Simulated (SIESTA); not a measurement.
Crystal: Mg4Te3S.

```
CELL_PARAMETERS angstrom
4.45920 0.00000 0.00000
0.00000 8.98384 0.00000
0.00000 0.00000 6.25226
ATOMIC_POSITIONS crystal
Te 0.50000 0.73845 0.25040
Te 0.00000 0.00000 0.75735
Te 0.50000 0.26155 0.25040
S 0.00000 0.50000 0.74725
Mg 0.50000 0.50000 0.54006
Mg 0.00000 0.72580 0.98146
Mg 0.50000 0.00000 0.49162
Mg 0.00000 0.27420 0.98146
```

The cell comes from a database or a generator and needn't be the stable form of this composition.

```yaml
Program: SIESTA 5.4.2
Task: single point
Functional: PBEsol
Potentials_or_basis: PseudoDojo 0.4 standard (PBEsol files)
Basis: DZP (energy shift 0.003 Ry; two zetas on semicore shells)
Grid_cutoff: 800 Ry
Energy_shift: 0.003 Ry
k_mesh: 6 × 3 × 5
Occupations: fermi-dirac, width 0.05 eV
Spin: no spin polarisation
```

On this cell: pressure -0.5 GPa; largest force 0.144 eV/Å; band gap on the k mesh 1.72 eV, indirect (least direct gap 1.77 eV).

The same run follows on a disturbed copy (atoms moved at random, drawn with an rms of 0.05 Å):

```
Te S Mg
1.0
     4.45920    0.00000    0.00000
     0.00000    8.98384    0.00000
     0.00000    0.00000    6.25226
Te S Mg
3 1 4
Direct
  0.50772 0.73710 0.25178
  0.01021 0.99742 0.75931
  0.49963 0.25939 0.24504
  0.00699 0.50066 0.73985
  0.49653 0.49743 0.53846
  0.00358 0.72045 0.97739
  0.49199 0.00599 0.49304
  0.99803 0.27132 0.97783
```

Problem. What changes?

Solution. The energy moves by +5.4 meV/atom; pressure -0.5 GPa; largest force 0.542 eV/Å; band gap on the k mesh 1.65 eV, indirect (least direct gap 1.69 eV).

Forces in eV/Å, atoms in the order of the input:
```
Te  -0.083  0.114 -0.035
Te  -0.401  0.028  0.023
Te  -0.015  0.192  0.034
S   -0.203 -0.281  0.059
Mg   0.173  0.045 -0.081
Mg   0.089  0.068  0.251
Mg   0.379 -0.325 -0.209
Mg   0.060  0.159 -0.045
```

Stress tensor (GPa, compression positive):
```
-0.51  0.01 -0.57
 0.01 -0.45 -0.06
-0.57 -0.06 -0.61
```

Caveats: spin-orbit coupling is left out, which moves the levels of the heavy elements; an odd mesh through Γ misses points on the zone boundary, where band edges often lie; the basis of atomic orbitals isn't converged, which shifts pressures, moduli and gaps.
